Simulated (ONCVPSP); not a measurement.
# Zr: generating and testing an ONCV potential

Aim: build the potential from the settings below, then test how well it stands in for the atom: other configurations, scattering, ghost states and the plane-wave cutoff that it needs.

The numbers are computed with ONCVPSP 4.0.1 (PBEsol, scalar-relativistic, spin-unpolarised reference atom).

### 1 The design

The settings as typed:

```json
{
 "element": "zirconium (Zr, Z = 40)",
 "type": "optimised norm-conserving Vanderbilt (ONCV)",
 "frozen core": "[Ar] 3d10",
 "valence charge": "12",
 "reference configuration": "4s2 4p6 4d2 5s2",
 "partial waves": "4s+5s: rc 2.40 bohr, ncon 4, nbas 8, qcut 5.4 1/bohr, 2 projectors; 4p: rc 1.30 bohr, ncon 4, nbas 8, qcut 5.1 1/bohr, 2 projectors, debl 1.6 Ha; 4d: rc 1.85 bohr, ncon 4, nbas 7, qcut 5.8 1/bohr, 3 projectors, debl 3.3 Ha",
 "local potential": "polynomial inside 0.90 bohr (lpopt 5, dvloc0 6 Ha)",
 "core correction": "not asked for"
}
```

### 2 Generation

Contents of Zr.dat:

```
# ATOM AND REFERENCE CONFIGURATION
# atsym  z   nc   nv     iexc    psfile
  Zr 40.00    6    4  -116133      upf
#
#   n    l    f
    1    0    2.00
    2    0    2.00
    2    1    6.00
    3    0    2.00
    3    1    6.00
    3    2   10.00
    4    0    2.00
    4    1    6.00
    4    2    2.00
    5    0    2.00
#
# PSEUDOPOTENTIAL AND OPTIMIZATION
# lmax
    2
#
#   l,   rc,      ep,       ncon, nbas, qcut
    0    2.40    0.00    4    8    5.40
    1    1.30    0.00    4    8    5.10
    2    1.85    0.00    4    7    5.80
#
# LOCAL POTENTIAL
# lloc, lpopt,  rc(5),   dvloc0
    4    5    0.90    6.00
#
# VANDERBILT-KLEINMAN-BYLANDER PROJECTORs
# l, nproj, debl
    0    2    0.40
    1    2    1.60
    2    3    3.30
#
# MODEL CORE CHARGE
# icmod, fcfact, rcfact
    0    0.00    0.00
#
# LOG DERIVATIVE ANALYSIS
# epsh1, epsh2, depsh
   -4.00    5.00    0.02
#
# OUTPUT GRID
# rlmax, drl
    6.00    0.01
#
# TEST CONFIGURATIONS
# ncnf
    4
# nvcnf
#   n    l    f
    4
    4    0    2.00
    4    1    6.00
    4    2    2.00
    5    0    1.00
#
    4
    4    0    2.00
    4    1    6.00
    4    2    2.00
    5    0    0.00
#
    4
    4    0    2.00
    4    1    6.00
    4    2    1.00
    5    0    0.00
#
    4
    4    0    2.00
    4    1    6.00
    4    2    2.50
    5    0    1.50
#
```

Launch:

```sh
$ oncvpsp.x < Zr.dat > Zr.out
```

Q: Predict the outcome of this session. Wanted: cutoffs for 1 and 0.1 mHa per electron, occupied waves; bound ghosts; GHOST(+) flags; largest test error; largest phase difference near zero energy, channels read.

As calculated:

```
                                                quantity                          value
  cutoffs for 1 and 0.1 mHa per electron, occupied waves               92 Ha and 119 Ha
                                            bound ghosts                     none found
                                          GHOST(+) flags                     s at 38 eV
                            largest test error (AE − PS)  -9.0 meV, for 4s2 4p6 4d2 5s0
largest phase difference near zero energy, channels read                      0.003 rad
```

What this shows: By total energies transferability is good: the largest error is 9.0 meV on 20.1 eV, for 4s2 4p6 4d2 5s0. It counts as very hard, with 92 Ha needed at the looser tolerance. At the looser tolerance the 4p wave is the slowest; 4d needs 14 Ha. The program's ghost test flags no bound state. Near zero energy the phases of the channels with partial waves agree within 0.003 rad. The program also flags highly localised states, GHOST(+) (s). All of this concerns the isolated atom, not yet a solid.
